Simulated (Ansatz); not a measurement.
# CH3SbSi (SMILES [SiH]#[C][SbH2]): functionals against CCSD(T) at one geometry

An exercise on one series of results from a longer session: the logs are not shown, and one member is left open.

Computed with Ansatz 0.2.0, Gaussian basis. Level: single points in def2-TZVPP.

Cores are frozen in the correlated methods. Filled d shells of the heavier atoms are correlated. Core potentials replace the inner electrons past krypton, and spin-orbit coupling is left out.

### The starting structure

6 atoms, charge 0, spin multiplicity 1.

Atoms are counted from 1 here; the program's logs count them from 0.

Bond lengths: Si1–C2 1.894 Å, Si1–H4 1.539 Å, C2–Sb3 2.479 Å, Sb3–H5 1.620 Å, Sb3–H6 1.573 Å. Angles: C2–Si1–H4 173.0°, Si1–C2–Sb3 89.0°, C2–Sb3–H5 98.3°, C2–Sb3–H6 100.6°, H5–Sb3–H6 87.7°.

Coordinates:

```xyz
6
charge 0, multiplicity 1
Si   -1.0544   -0.8689   -0.2803
C    -1.6146    0.7775    0.4689
Sb    0.7645    1.4417    0.6741
H    -0.7176   -2.1704   -1.0304
H     1.2575    1.0036   -0.8060
H     1.3927    0.1031    1.2097
```

The first run:

run/in.yaml

```yaml
crystal:
  periodic: [false, false, false]
  atoms:
    - {symbol: Si, position_ang: [-1.054400, -0.868900, -0.280300]}
    - {symbol: C, position_ang: [-1.614600, 0.777500, 0.468900]}
    - {symbol: Sb, position_ang: [0.764500, 1.441700, 0.674100]}
    - {symbol: H, position_ang: [-0.717600, -2.170400, -1.030400]}
    - {symbol: H, position_ang: [1.257500, 1.003600, -0.806000]}
    - {symbol: H, position_ang: [1.392700, 0.103100, 1.209700]}
basis:
  gaussian: {orbitals: def2-TZVPP}
correlation: {method: ccsd_t}
output: {forces: true}
```

No record of the launch command was kept for these runs.

Among the steps run: CCSD(T)/def2-TZVPP; PBE0-D4/def2-TZVPP; wB97M-V/def2-TZVPP; r2SCAN-D4/def2-TZVPP; PBE-D4/def2-TZVPP; BLYP-D4/def2-TZVPP; LC-wPBE/def2-TZVPP.

One of the session's tables, all rows but one given; the rest of the session is left out.

```
   method  RMS force component (eV/Å)  angle to CCSD(T) forces (°)  dipole (D)
  CCSD(T)                       1.446                    reference        2.53
  PBE0-D4                       1.685                          4.6        2.81
  wB97M-V                       1.713                          7.3        2.95
r2SCAN-D4                       1.625                          3.8        2.71
   PBE-D4                       1.608                          5.2        2.56
  BLYP-D4                       1.569                          8.0        2.46
  LC-wPBE                           ?                            ?           ?
```

Estimate the missing values for LC-wPBE.

As computed: RMS force component (eV/Å): 1.888; angle to CCSD(T) forces (°): 11.4; dipole (D): 3.31. In the column «RMS force component (eV/Å)» it is the highest.
